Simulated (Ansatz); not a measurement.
**TiHSCl3 (singlet): geometry optimisation**

Aim: relax a generated start of TiHSCl3 (singlet) and see which bonds hold.

Method: RKS PBE0/def2-SVP; program: Ansatz 0.2.0, Gaussian basis.

32 further runs of the same task are left out: 4 that didn't finish, 28 set aside as unsound or not needed.

## (1) The starting structure

6 atoms, charge 0, spin multiplicity 1.

Atoms are counted from 1 here; the program's logs count them from 0.

Bond lengths: S1–Ti2 2.363 Å, S1–H6 1.469 Å, Ti2–Cl3 2.306 Å, Ti2–Cl4 2.287 Å, Ti2–Cl5 2.345 Å. Angles: Ti2–S1–H6 92.4°, S1–Ti2–Cl3 108.2°, S1–Ti2–Cl4 111.5°, S1–Ti2–Cl5 110.5°, Cl3–Ti2–Cl4 108.4°, Cl3–Ti2–Cl5 109.7°, Cl4–Ti2–Cl5 108.5°.

Geometry (Å):

```xyz
6

S    -1.0071    0.7351    1.5152
Ti    0.3741   -0.2762   -0.1132
Cl    2.0732   -1.3904    0.9768
Cl   -0.7877   -1.7901   -1.3745
Cl    1.2805    1.3444   -1.5450
H    -1.8909    1.3130    0.4945
```

The start is a generated structure. Sticks and bond lists go by distance. 

## (2) Relaxation

The input, in.yaml:

```yaml
crystal:
  periodic: [false, false, false]
  atoms:
    - {symbol: S, position_ang: [-1.007100, 0.735100, 1.515200]}
    - {symbol: Ti, position_ang: [0.374100, -0.276200, -0.113200]}
    - {symbol: Cl, position_ang: [2.073200, -1.390400, 0.976800]}
    - {symbol: Cl, position_ang: [-0.787700, -1.790100, -1.374500]}
    - {symbol: Cl, position_ang: [1.280500, 1.344400, -1.545000]}
    - {symbol: H, position_ang: [-1.890900, 1.313000, 0.494500]}
basis:
  gaussian: {orbitals: def2-SVP}
hamiltonian: {xc: pbe0}
relax: {f_tol: 0.01, max_steps: 150}
```

On the command line:

```
$ ansatz run in.yaml --threads 2 --pin off --events-out ev --progress --plain --max-ram 34560MiB --backend cuda --devices 0, --max-vram 37GiB
```

**Question.** What will these runs give? Wanted: energy gained; shift from the start; total energy; dipole moment.

**Answer**, as computed:

```
                  quantity           value
                     steps               5
             energy gained        0.784 eV
shift from the start (rms)         0.162 Å
              total energy  -71501.7370 eV
             dipole moment          1.01 D
```

The bonds of the start are those of the end. Ti2–Cl5 went from 2.345 to 2.166 Å. No vibrations were run, so this is a stationary point, not a proven minimum, and this spin need not be the ground state's.
